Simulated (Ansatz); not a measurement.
# GeH3O2 (SMILES [O][GeH2][OH]) at UBLYP/cc-pVDZ

What is the vertical doublet–quartet gap of GeH3O2 at UBLYP/cc-pVDZ? 

The calculation is run with Ansatz 0.2.0.

55 further runs of the same task are left out: 55 set aside as unsound or not needed. Runs told in other sessions of the task aren't counted.

### 1 Starting point

GeH3O2 has 6 atoms, charge 0, and is taken as a doublet. SMILES: `[O][GeH2][OH]`. The coordinates come from a PBE0-D4/def2-TZVP relaxation. This is one conformer, not always the lowest.

Bond lengths: O1–Ge2 1.790 Å, Ge2–O3 1.768 Å, Ge2–H4 1.539 Å, Ge2–H5 1.528 Å, O3–H6 0.960 Å. Angles: O1–Ge2–O3 111.6°, O1–Ge2–H4 102.2°, O1–Ge2–H5 109.7°, O3–Ge2–H4 112.1°, O3–Ge2–H5 104.9°, Ge2–O3–H6 113.3°, H4–Ge2–H5 116.5°.

### 2 The energy at UBLYP/cc-pVDZ

File job.yaml:

```yaml
crystal:
  periodic: [false, false, false]
  atoms:
    - {symbol: O, position_ang: [-1.694000, -0.455900, 0.556900]}
    - {symbol: Ge, position_ang: [-0.249900, 0.168600, -0.295800]}
    - {symbol: O, position_ang: [1.186300, 0.124100, 0.735000]}
    - {symbol: H, position_ang: [-0.134800, -0.795800, -1.489800]}
    - {symbol: H, position_ang: [-0.447300, 1.647000, -0.628900]}
    - {symbol: H, position_ang: [1.381600, -0.751900, 1.076400]}
basis:
  gaussian:
    orbitals: cc-pVDZ
magnetization:
  spin_polarized: true
  initial_magnetization: 1
hamiltonian:
  xc: {name: BLYP}
accuracy: high
output:
  orbitals: {seedname: orbitals}
```

Launch:

```console
$ ansatz run job.yaml --threads 1 --pin off --max-ram 2610MiB --events-out events.jsonl --progress --plain --runs-dir runs
```

The log of the run:

```text
Warning: RAYON_NUM_THREADS=1 ignored (pool sized by the plan → 1); use --threads N
Functional definition: BLYP
  name "BLYP"
  parameter beta = 0.0042
  parameter a = 0.04918
  parameter b = 0.132
  parameter c = 0.2533
  parameter d = 0.349
  exchange = b88_x(beta = beta)
  correlation = lyp_c(a = a, b = b, c = c, d = d)
1529 factors; integrals over basis functions are off by at most 4.5e-9 eV
mean field evaluation 1: about -60649.2468 eV, gradient 5.3e1 eV
mean field evaluation 2: about -60535.7040 eV, gradient 1.5e2 eV
mean field evaluation 4: about -60651.6496 eV, gradient 4.3e1 eV
mean field evaluation 8: about -60659.6400 eV, gradient 1.9e-1 eV
mean field evaluation 16: about -60659.6399 eV, gradient 3.8e-3 eV
mean field evaluation 32: about -60659.6399 eV, gradient 5.2e-8 eV
mean field -60659.63991285 eV, -2229.2006502165 hartree, gradient 5.2e-8 eV, S^2 0.752921; 4 other end points of the search recorded, 0 dependent functions left out
reference -60659.63995969 eV, -2229.2006519378 hartree; 26, 25 occupied and 44, 45 virtual orbitals, 1529 factors
Total energy: -60659.63995969 eV, -2229.2006519378 hartree
```

Wall time 5.1 s (1 thread of AMD EPYC 9R45 (Zen 5), shared host); peak memory 0.23 GiB.

### 3 The quartet, same level

File input.yaml:

```yaml
crystal:
  periodic: [false, false, false]
  atoms:
    - {symbol: O, position_ang: [-1.694000, -0.455900, 0.556900]}
    - {symbol: Ge, position_ang: [-0.249900, 0.168600, -0.295800]}
    - {symbol: O, position_ang: [1.186300, 0.124100, 0.735000]}
    - {symbol: H, position_ang: [-0.134800, -0.795800, -1.489800]}
    - {symbol: H, position_ang: [-0.447300, 1.647000, -0.628900]}
    - {symbol: H, position_ang: [1.381600, -0.751900, 1.076400]}
basis:
  gaussian:
    orbitals: cc-pVDZ
magnetization:
  spin_polarized: true
  initial_magnetization: 3
hamiltonian:
  xc: {name: BLYP}
accuracy: high
output: {orbitals: {seedname: orbitals}}
```

Launch:

```console
$ ansatz run input.yaml --threads 1 --pin off --max-ram 2610MiB --events-out events.jsonl --progress --plain --runs-dir runs
```

The log of the run, cut to the lines that bear on the results:

```text
Warning: RAYON_NUM_THREADS=1 ignored (pool sized by the plan → 1); use --threads N
Functional definition: BLYP
  name "BLYP"
[...]
1529 factors; integrals over basis functions are off by at most 4.5e-9 eV
[...]
mean field -60653.30844045 eV, -2228.9679728975 hartree, gradient 1.7e-8 eV, S^2 3.757339; 10 other end points of the search recorded, 0 dependent functions left out
reference -60653.30848930 eV, -2228.9679746927 hartree; 27, 24 occupied and 43, 46 virtual orbitals, 1529 factors
Total energy: -60653.30848930 eV, -2228.9679746927 hartree
```

Wall time 6.6 s (1 thread of AMD EPYC 9R45 (Zen 5), shared host); peak memory 0.23 GiB.

### 4 Results

At UBLYP/cc-pVDZ:

| quantity | value |
| --- | --- |
| doublet: total energy | -2229.20065 Eh |
| doublet: HOMO energy (highest over α and β) | -6.38 eV |
| doublet: LUMO energy (lowest over α and β) | -5.64 eV |
| doublet: ⟨S²⟩ | 0.753 |
| quartet: total energy | -2228.96797 Eh |
| quartet: HOMO energy (highest over α and β) | -0.78 eV |
| quartet: ⟨S²⟩ | 3.757 |
| vertical energy of the quartet above the doublet | 6.331 eV |

In words: At this shape the quartet lies 6.33 eV (611 kJ/mol) above the doublet.
